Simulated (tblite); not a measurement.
# C4H10AlBrO: the cost of one run

Programs: tblite 0.8.0 and PySCF 2.14.0, with density-fitted response routines of our own. Each step states its level of theory. These are calculated values for one molecule in the gas phase, unless marked as measured. Atoms are numbered from 0 throughout.

## 1. The molecule as given

17 atoms, charge 0, multiplicity 1; geometry from: force field or distance geometry start.

Bonds of the start (Å): C0–C1 1.50, C1–C2 1.51, C2–C3 1.50, C3–O4 1.38, O4–Al5 1.85, Al5–Br6 2.37, C0–H7 1.13, C0–H8 1.11, C0–H9 1.12, C1–H10 1.10, C1–H11 1.13, C2–H12 1.11, C2–H13 1.11, C3–H14 1.12, C3–H15 1.11, Al5–H16 1.61.

## 2. Optimising the geometry with GFN2-xTB

What the job is given:

```
{"job": {"kind": "relax", "xc": "GFN2-xTB", "basis": "xTB"}, "charge": 0, "multiplicity": 1}
C     -2.451400    -1.158500     0.316100
C     -0.969000    -0.928300     0.363400
C     -0.685900     0.550300     0.321400
C      0.782800     0.874200     0.360900
O      1.486200     0.298600    -0.679900
Al     3.248400     0.806000    -0.427200
Br     4.742500    -0.910700     0.235400
H     -2.698000    -1.794800     1.212200
H     -2.951700    -0.179500     0.459000
H     -2.788000    -1.676700    -0.621000
H     -0.477000    -1.497900    -0.438000
H     -0.569800    -1.302200     1.356300
H     -1.141500     0.931700    -0.612300
H     -1.147000     1.091800     1.173100
H      1.206600     0.581300     1.359100
H      0.904400     1.975500     0.327600
H      3.501300     2.351300    -0.066500
```

The run is started by

```
OMP_NUM_THREADS=1 python probes_run.py task.json out
```

The driver reads the jobs from task.json and runs them one after another.

**Question.** How long does this first job take on 1 thread of Arm Neoverse N1, shared host?

About 1.6 s.
